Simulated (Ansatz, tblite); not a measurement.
**C₂₀H₆F₆N₆S₆: one state, many levels**

How do method and basis change the picture of C₂₀H₆F₆N₆S₆ (singlet)?

Method: as each input shows; program: Ansatz 0.2.0, Gaussian basis.

Levels to be run: GFN1-xTB, GFN2-xTB, PBE-D4/def2-SVP, r2SCAN-D4/def2-SVP, r2SCAN0-D4/def2-SVP, ωB97M-V/def2-SVP, B3LYP-D4/def2-SVP, LC-ωPBE(0.10)/def2-SVP, LC-ωPBE(0.15)/def2-SVP, LC-ωPBE(0.20)/def2-SVP, LC-ωPBE(0.30)/def2-SVP, PBE0-D4/def2-TZVP, PBE-D4/def2-TZVP, MP2/def2-SVP, RPA/def2-SVP.

## Step 1: The geometry

The singlet was relaxed beforehand with PBE-D4/def2-SVP.

SMILES `FC(F)(F)c1cnc(-c2cnc(-c3cnc(-c4cnc(-c5cnc(-c6cnc(C(F)(F)F)s6)s5)s4)s3)s2)s1`, 44 atoms, charge 0, spin multiplicity 1.

Bond lengths: F1–C2 1.352 Å, C2–F3 1.354 Å, C2–F4 1.354 Å, C2–C5 1.498 Å, C5–C6 1.386 Å, C5–S38 1.736 Å, C6–N7 1.359 Å, C6–H39 1.099 Å, N7–C8 1.322 Å, C8–C9 1.444 Å, C8–S38 1.769 Å, C9–C10 1.399 Å, C9–S37 1.743 Å, C10–N11 1.352 Å, C10–H40 1.099 Å, N11–C12 1.325 Å, C12–C13 1.440 Å, C12–S37 1.771 Å and more. Angles: F1–C2–F3 107.9°, F1–C2–F4 107.9°, F1–C2–C5 110.2°, F3–C2–F4 106.8°, F3–C2–C5 111.9°, F4–C2–C5 111.9°, C2–C5–C6 127.6°, C2–C5–S38 122.5°, C6–C5–S38 110.0°, C5–C6–N7 116.1°, C5–C6–H39 123.5°, N7–C6–H39 120.4°, C6–N7–C8 111.2°, N7–C8–C9 123.6°, N7–C8–S38 114.3°, C9–C8–S38 122.1°, C8–C9–C10 126.4°, C8–C9–S37 124.4° and more.

PBE0-D4/def2-SVP was run before; its log isn't repeated, and its numbers join the tables.

## Step 2: GFN1-xTB

Tight binding, by tblite at 300 K electronic temperature and without a spin-polarisation term:

```python
tblite.interface.Calculator('GFN1-xTB', numbers, positions, charge=0, uhf=0).singlepoint()
```

Energy -3202.2115 eV, HOMO -11.20 eV, LUMO -9.72 eV; 0.21 s.

## Step 3: GFN2-xTB

Tight binding, by tblite at 300 K electronic temperature and without a spin-polarisation term:

```python
tblite.interface.Calculator('GFN2-xTB', numbers, positions, charge=0, uhf=0).singlepoint()
```

Energy -3029.2421 eV, HOMO -10.95 eV, LUMO -9.46 eV; 0.26 s.

## Step 4: PBE-D4/def2-SVP

start.molden holds the orbitals of an earlier run on this state, given as this run's starting guess.

in.yaml reads:

```yaml
crystal:
  periodic: [false, false, false]
  atoms:
    - {symbol: F, position_ang: [11.772812, 0.630037, 2.841727]}
    - {symbol: C, position_ang: [10.454577, 0.743664, 3.117523]}
    - {symbol: F, position_ang: [10.177811, -0.065728, 4.167713]}
    - {symbol: F, position_ang: [10.223620, 2.013133, 3.529473]}
    - {symbol: C, position_ang: [9.640310, 0.391169, 1.910968]}
    - {symbol: C, position_ang: [10.102674, 0.000435, 0.663639]}
    - {symbol: N, position_ang: [9.151233, -0.265750, -0.269300]}
    - {symbol: C, position_ang: [7.937023, -0.090884, 0.223613]}
    - {symbol: C, position_ang: [6.728213, -0.299537, -0.538696]}
    - {symbol: C, position_ang: [6.649071, -0.705766, -1.874875]}
    - {symbol: N, position_ang: [5.405616, -0.838021, -2.389545]}
    - {symbol: C, position_ang: [4.474844, -0.545911, -1.493559]}
    - {symbol: C, position_ang: [3.061401, -0.599883, -1.764751]}
    - {symbol: C, position_ang: [2.460817, -0.956607, -2.978976]}
    - {symbol: N, position_ang: [1.110024, -0.938180, -3.007699]}
    - {symbol: C, position_ang: [0.602451, -0.573352, -1.839650]}
    - {symbol: C, position_ang: [-0.810569, -0.466314, -1.582926]}
    - {symbol: C, position_ang: [-1.842723, -0.720676, -2.493721]}
    - {symbol: N, position_ang: [-3.102494, -0.554138, -2.029879]}
    - {symbol: C, position_ang: [-3.109946, -0.170063, -0.762485]}
    - {symbol: C, position_ang: [-4.305710, 0.084050, -0.004985]}
    - {symbol: C, position_ang: [-4.480614, 0.489089, 1.322504]}
    - {symbol: N, position_ang: [-5.758623, 0.641860, 1.740359]}
    - {symbol: C, position_ang: [-6.615046, 0.365599, 0.766726]}
    - {symbol: C, position_ang: [-8.049631, 0.445607, 0.934913]}
    - {symbol: C, position_ang: [-8.734565, 0.807263, 2.097386]}
    - {symbol: N, position_ang: [-10.092384, 0.808319, 2.007829]}
    - {symbol: C, position_ang: [-10.482823, 0.458410, 0.808763]}
    - {symbol: C, position_ang: [-11.928662, 0.354984, 0.375639]}
    - {symbol: F, position_ang: [-12.753892, 0.690471, 1.372522]}
    - {symbol: F, position_ang: [-12.172177, 1.168226, -0.680232]}
    - {symbol: F, position_ang: [-12.221648, -0.906718, -0.021766]}
    - {symbol: S, position_ang: [-9.195513, 0.092279, -0.328445]}
    - {symbol: S, position_ang: [-5.867134, -0.111201, -0.757008]}
    - {symbol: S, position_ang: [-1.497672, 0.013912, -0.052984]}
    - {symbol: S, position_ang: [1.819116, -0.219138, -0.601798]}
    - {symbol: S, position_ang: [5.117080, -0.075074, 0.088403]}
    - {symbol: S, position_ang: [7.905105, 0.428615, 1.914719]}
    - {symbol: H, position_ang: [11.168588, -0.097300, 0.414594]}
    - {symbol: H, position_ang: [7.541467, -0.909158, -2.482799]}
    - {symbol: H, position_ang: [3.046178, -1.237736, -3.865254]}
    - {symbol: H, position_ang: [-1.653060, -1.038273, -3.528131]}
    - {symbol: H, position_ang: [-3.649883, 0.682058, 2.018121]}
    - {symbol: H, position_ang: [-8.225252, 1.076228, 3.032362]}
basis:
  gaussian: {orbitals: def2-SVP, fitting: {mean_field: def2-universal-jkfit}, initial_orbitals: start.molden}
hamiltonian: {xc: pbe, dispersion: d4}
scf: {omitted_lower_state_checks: [starts]}
output: {forces: true, orbitals: {seedname: orbitals}}
```

Run with:

```
ansatz run in.yaml --threads 2 --pin off --events-out ev --progress --plain --max-ram 32768MiB --backend cuda --devices 0, --max-vram 18GiB
```

Further steps of the session: r2SCAN-D4/def2-SVP; r2SCAN0-D4/def2-SVP; ωB97M-V/def2-SVP; B3LYP-D4/def2-SVP; LC-ωPBE(0.10)/def2-SVP; LC-ωPBE(0.15)/def2-SVP; LC-ωPBE(0.20)/def2-SVP; LC-ωPBE(0.30)/def2-SVP; PBE0-D4/def2-TZVP; PBE-D4/def2-TZVP; MP2/def2-SVP; RPA/def2-SVP.

Q: Predict the results of all the runs planned. Wanted: gap in def2-SVP, named functionals, smallest and largest; gap over the ω; correlation energy, MP2/def2-SVP; binding an atom, functionals in def2-SVP; PBE0 total energy, smallest basis above largest.

As calculated:

```
                                                quantity                                  value
gap in def2-SVP, named functionals, smallest and largest    1.61 eV (PBE-D4), 6.41 eV (ωB97M-V)
                                 gap over the ω (1/bohr)         4.09 eV at 0.1, 6.33 eV at 0.3
                        correlation energy, MP2/def2-SVP                             -147.89 eV
                binding an atom, functionals in def2-SVP  5.02 (r2SCAN0-D4) to 5.50 eV (PBE-D4)
         PBE0 total energy, smallest basis above largest         74.31 eV (def2-SVP, def2-TZVP)
```

**Reading.** Orbital gaps of the named functionals in def2-SVP span 1.61 eV (PBE-D4) to 6.41 eV (ωB97M-V); exact exchange widens it. Raising the ω (1/bohr) from 0.1 to 0.3 moves the HOMO by -1.38 eV and the LUMO by +0.86 eV.
